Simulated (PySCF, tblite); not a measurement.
**C2H8AlBO2: geometry, infrared bands and NMR shifts**

Wanted: the infrared bands and NMR shifts of C2H8AlBO2 (`B[O][AlH][O]CC`), by calculation.

Programs: tblite 0.8.0 and PySCF 2.14.0, with density-fitted response routines of our own. Each step states its level of theory. These are calculated values for one molecule in the gas phase, unless marked as measured. Atoms count from 0, in the outputs and in this text.

### Step 1. The starting structure

14 atoms, charge 0, multiplicity 1; geometry from: force field or distance geometry start.

Bonds of the start (Å): B0–O1 1.47, O1–Al2 1.85, Al2–O3 1.85, O3–C4 1.39, C4–C5 1.54, B0–H6 1.18, B0–H7 1.19, Al2–H8 1.60, C4–H9 1.09, C4–H10 1.13, C5–H11 1.11, C5–H12 1.10, C5–H13 1.12.

### Step 2. Optimising the geometry with GFN2-xTB

The job: settings as JSON, then the geometry in Å.

```
{"job": {"kind": "relax", "xc": "GFN2-xTB", "basis": "xTB"}, "charge": 0, "multiplicity": 1}
B      3.303600     0.795300    -0.026500
O      2.485500     0.932900     1.189500
Al     1.181700    -0.370100     1.102700
O     -0.318100     0.073400     0.117700
C     -1.503600    -0.317100     0.729400
C     -2.643100     0.116900    -0.217200
H      3.556800    -0.271900    -0.454400
H      4.097800     1.656400    -0.244200
H      1.717200    -1.865900     0.922000
H     -1.667400     0.020600     1.749100
H     -1.533400    -1.444800     0.700200
H     -2.940300    -0.745000    -0.854400
H     -2.239900     0.924500    -0.852900
H     -3.497500     0.494300     0.396900
```

The run is started by

```console
OMP_NUM_THREADS=1 python probes_run.py task.json out
```

This one command runs all jobs of the session in turn.

**Question.** This job is followed by: GFN2-xTB harmonic vibrations, gas phase; GIAO PBE0/pcSseg-1 NMR shielding, non-relativistic, gas phase. What will the session give for the following? strongest single infrared mode (GFN2-xTB); zero-point energy (GFN2-xTB); ¹³C shifts against TMS (PBE0/pcSseg-1); ¹H shifts against TMS (PBE0/pcSseg-1, means over atoms taken as alike); ¹¹B shifts against BF3·OEt2 (PBE0/pcSseg-1); ¹⁷O shifts against H2O (PBE0/pcSseg-1); ²⁷Al shifts against AlH4- (PBE0/pcSseg-1).

The runs gave:

| quantity | value |
| --- | --- |
| strongest single infrared mode (GFN2-xTB) | 1358 cm⁻¹, 461 km/mol |
| zero-point energy (GFN2-xTB) | 63.1 kcal/mol |
| ¹³C shifts against TMS (PBE0/pcSseg-1) | 65.7, 23.4 ppm |
| ¹H shifts against TMS (PBE0/pcSseg-1, means over atoms taken as alike) | 5.57, 4.52, 3.60, 1.36 ppm |
| ¹¹B shifts against BF3·OEt2 (PBE0/pcSseg-1) | 47.3 ppm |
| ¹⁷O shifts against H2O (PBE0/pcSseg-1) | 238.9, 65.1 ppm |
| ²⁷Al shifts against AlH4- (PBE0/pcSseg-1) | 13.4 ppm |

What this shows: Relaxing lowered the energy by 2.619 eV in 126 steps; the close pair that moved most is Al2–O3, from 1.848 to 1.641 Å. All 36 modes are real, so the xTB geometry is a minimum. The strongest single mode, at 1358 cm⁻¹, moves mainly B0 and O1. GFN2-xTB is a fitted tight-binding method: band positions and strengths are rough. Its intensities can rank the bands wrongly. The most deshielded carbon is C4 (sp3 CH2 bonded to O), at 65.7 ppm: deshielded by the electronegative neighbour. At PBE0/pcSseg-1: The widest tensor belongs to O1: span 334 ppm, with a paramagnetic part of -299 ppm.
